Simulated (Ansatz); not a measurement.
Predict the output of the script below (Ansatz 0.2.0, Python API).

`c2h7alse.xyz`
```text
11

C    -0.32370    1.54890   -0.80750
Al   -0.34850   -0.24330   -0.04870
C     0.87620   -0.67440    1.42110
Se   -1.74250   -1.91840   -0.91470
H    -1.12580    1.63480   -1.64760
H    -0.63260    2.33960   -0.02690
H     0.65600    1.83770   -1.22700
H     0.36910   -0.98760    2.31590
H     1.59440   -1.47340    1.15640
H     1.50530    0.22620    1.71570
H    -0.76250   -2.34720   -1.91600
```

Script `energy.py`:
```python
'''Electronic structure of the C2H7AlSe molecule.'''

from dataclasses import dataclass
from pathlib import Path

import ansatz


@dataclass(frozen=True)
class Options:
    basis_set: str = '6-31G*'
    xc: str = 'pbe0'


opts = Options()


def main() -> None:
    c2h7alse = ansatz.Crystal.molecule_from_extxyz('c2h7alse.xyz')

    base = c2h7alse.calculation()
    base = base.basis(gaussian=opts.basis_set)
    base = base.functional(opts.xc)
    base = base.scf(lower_state_search='off')
    base = base.orbitals()
    res = base.run(threads=1, runs_dir='c2h7alse_runs')
    rep = res.report

    print(f'E = {rep["free_energy_ev"]:.6f} eV = {rep["free_energy_ev"] / 27.211386246:.7f} Ha')
    print('converged:', rep['converged'], ' doubts:', rep['published_state_doubts'] or 'none')

    state = rep['mean_field']['state']
    print(f'mean field: {state["energy"]["hartree"]:.7f} Ha, <S^2> = {abs(state["spin_squared"]):.4f}, stability: {state.get("stability", {}).get("kind")}')

    lines = Path(rep['orbitals_path']).read_text().splitlines()
    field_of = lambda key: [line.split('=')[1].strip() for line in lines if line.startswith(key)]
    orbitals = [(27.211386 * float(e), s, float(n)) for e, s, n in zip(field_of('Ene='), field_of('Spin='), field_of('Occup='))]
    homo = max(e for e, _, n in orbitals if n > 0.5)
    lumo = min(e for e, _, n in orbitals if n < 0.5)
    print(f'HOMO {homo:.3f} eV, LUMO {lumo:.3f} eV, gap {lumo - homo:.3f} eV')


if __name__ == '__main__':
    main()
```

```console
$ python energy.py
E = -74113.968982 eV = -2723.6381238 Ha
converged: True  doubts: none
mean field: -2723.6381238 Ha, <S^2> = 0.0000, stability: undecided
HOMO -6.544 eV, LUMO -1.099 eV, gap 5.445 eV
```

Notes:
- These settings explore the input space; basis and method may be short of convergence.
- The geometry is a force-field or estimated start, not a minimum of this method, and the basis set is short of its limit.
- Levels such as HOMO and LUMO are orbital energies: with these approximate functionals they aren't the ionisation energy and electron affinity, and their gap isn't the fundamental gap.
- Timing: 2.7 s on 1 thread of Arm Neoverse V2, with other jobs on the host, peak memory 0.23 GiB.

(Lines on the test bed's own set-up are left out of the output.)
